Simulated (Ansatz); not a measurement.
**S2 (sulfur dimer): UB3LYP/6-31G(d) (spherical functions)**

What is the electronic atomisation energy of S2 (sulfur dimer) at UB3LYP/6-31G* (spherical functions)? 

The results are computed with Ansatz 0.2.0.

18 further runs of the same task are left out: 1 that didn't finish, 17 set aside as unsound or not needed.

## Step 1: The molecule

S2: 2 atoms, total charge 0, spin state triplet. SMILES: `S=S`. Geometry: the measured bond length.

Bond lengths: S1–S2 1.889 Å.

## Step 2: The energy at UB3LYP/6-31G(d) (spherical functions)

Contents of input.yaml:

```yaml
crystal:
  periodic: [false, false, false]
  atoms:
    - {symbol: S, position_ang: [0.000000, 0.000000, 0.000000]}
    - {symbol: S, position_ang: [0.000000, 0.000000, 1.889200]}
basis:
  gaussian: {orbitals: 6-31G_st_-spherical.json}
accuracy: high
hamiltonian: {xc: {name: B3LYP}}
total_charge: 0
output: {orbitals: {seedname: orbitals}}
magnetization: {spin_polarized: true, initial_magnetization: 2}
```

The basis set 6-31G* is read from a file made from the Basis Set Exchange's data (not shown).

Started as:

```console
$ ansatz run input.yaml --threads 1 --pin off --max-ram 3480MiB --events-out events.jsonl --progress --plain --runs-dir runs
```

Output:

```text
Warning: RAYON_NUM_THREADS=1 ignored (pool sized by the plan → 1); use --threads N
Functional definition: B3LYP
  name "B3LYP"
  parameter a0 = 0.2
  parameter ax = 0.72
  parameter ac = 0.81
  exchange = (1 - a0 - ax)*slater_x + ax*b88_x + a0*exact_x
  correlation = (1 - ac)*vwn_rpa_c + ac*lyp_c
616 factors; integrals over basis functions are off by at most 3.3e-9 eV
mean field evaluation 1: about -21669.7518 eV, gradient 4.0e0 eV
mean field evaluation 2: about -21669.8416 eV, gradient 2.5e0 eV
mean field evaluation 4: about -21669.8802 eV, gradient 4.3e-1 eV
mean field evaluation 8: about -21669.9535 eV, gradient 8.7e-3 eV
mean field evaluation 16: about -21669.9535 eV, gradient 3.2e-7 eV
mean field -21669.95354965 eV, -796.3561045274 hartree, gradient 2.6e-8 eV, S^2 2.004693; 0 other end points of the search recorded, 0 dependent functions left out
reference -21669.95357614 eV, -796.3561055012 hartree; 17, 15 occupied and 19, 21 virtual orbitals, 616 factors
Total energy: -21669.95357614 eV, -796.3561055012 hartree
```

Wall time 1.7 s (1 thread of Intel Xeon Platinum 8488C (Sapphire Rapids), shared host); peak memory 0.14 GiB.

## Step 3: The S atom, same level

Contents of run.yaml:

```yaml
crystal:
  periodic: [false, false, false]
  atoms:
    - {symbol: S, position_ang: [0.000000, 0.000000, 0.000000]}
basis:
  gaussian: {orbitals: 6-31G_st_-spherical.json}
accuracy: high
hamiltonian: {xc: {name: B3LYP}}
magnetization: {spin_polarized: true, initial_magnetization: 2}
```

The basis set 6-31G* is read from a file made from the Basis Set Exchange's data (not shown).

Run the same way, it converges to -398.10192 Eh (log not shown).

## Step 4: Outcome

Level: UB3LYP/6-31G* (spherical functions).

| quantity | value |
| --- | --- |
| molecule: total energy | -796.35611 Eh |
| molecule: HOMO energy (highest over α and β) | -6.77 eV |
| molecule: LUMO energy (lowest over α and β) | -3.85 eV |
| molecule: ⟨S²⟩ | 2.005 |
| S atom: total energy | -398.10192 Eh |
| S atom: ⟨S²⟩ | 2.002 |
| electronic atomisation energy | 4.144 eV |

Taking the molecule apart into free atoms costs 4.14 eV (96 kcal/mol), before zero-point energy and without spin-orbit coupling.
